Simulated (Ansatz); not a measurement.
# AlIn2N3: the cost of one run

Computed with Ansatz 0.2.0 (DFT PBE, scalar-relativistic, plane waves, PAW, unless a step's input says otherwise).

1 further run of the same task is left out (it didn't finish).

### 1 Starting point

Symmetry: P6/mmm, No. 191, hexagonal system. The conventional cell has a = 5.282 Å, b = 5.282 Å, c = 4.082 Å, α = 90.00°, β = 90.00°, γ = 120.00°. Al (site symmetry 6/mmm) is surrounded by 6 In at 3.05 Å and 12 N at 3.34 Å. In (site symmetry -6m2) is surrounded by 6 N at 2.55 Å. N (site symmetry mmm) has 4 In at 2.55 Å and 4 Al at 3.34 Å in its first shell of neighbours.

As a file:

```
CELL_PARAMETERS angstrom
5.28242 0.00000 0.00000
-2.64121 4.57471 0.00000
0.00000 0.00000 4.08178
ATOMIC_POSITIONS crystal
Al 0.00000 0.00000 0.00000
In 0.33333 0.66667 0.00000
In 0.66667 0.33333 0.00000
N 0.50000 0.00000 0.50000
N 0.50000 0.50000 0.50000
N 0.00000 0.50000 0.50000
```

Recipe of the guess: species swapped into a database cell of CeAl3Pd2 (P6/mmm, No. 191), with Al on the Ce sites, N on the Al sites and In on the Pd sites. Lengths come from tabulated atomic sizes and are only a guess.

### 2 Probe: one point on a coarse mesh

Input file input.yaml:

```yaml
crystal:
  lattice:
    - [5.28241822, 0.0, 0.0]
    - [-2.64120911, 4.57470837, 0.0]
    - [0.0, 0.0, 4.08178416]
  atoms:
    - { symbol: Al, position: [0.0, 0.0, 0.0] }
    - { symbol: In, position: [0.33333333, 0.66666667, 0.0] }
    - { symbol: In, position: [0.66666667, 0.33333333, 0.0] }
    - { symbol: "N", position: [0.5, 0.0, 0.5] }
    - { symbol: "N", position: [0.5, 0.5, 0.5] }
    - { symbol: "N", position: [0.0, 0.5, 0.5] }
basis:
  ecutwfc: 420
kpoints:
  mp_grid: { grid: [6, 6, 4] }
hamiltonian:
  xc: pbe
scf:
  occupations: { method: gaussian, width: 0.1 }
  lower_state_search: "off"
output:
  forces: true
  stress: true
  eigenvalues: true
```

The run is started by

```console
ansatz run input.yaml --threads 1 --pin off --max-ram 2560MiB --backend cpu --events-out ev --progress --plain --runs-dir out
```

Q: Estimate wall time and peak memory on 1 thread of Intel Xeon at 2.50GHz (Skylake/Cascade Lake), shared host.

About 6.3 s, with a peak of 0.39 GiB.
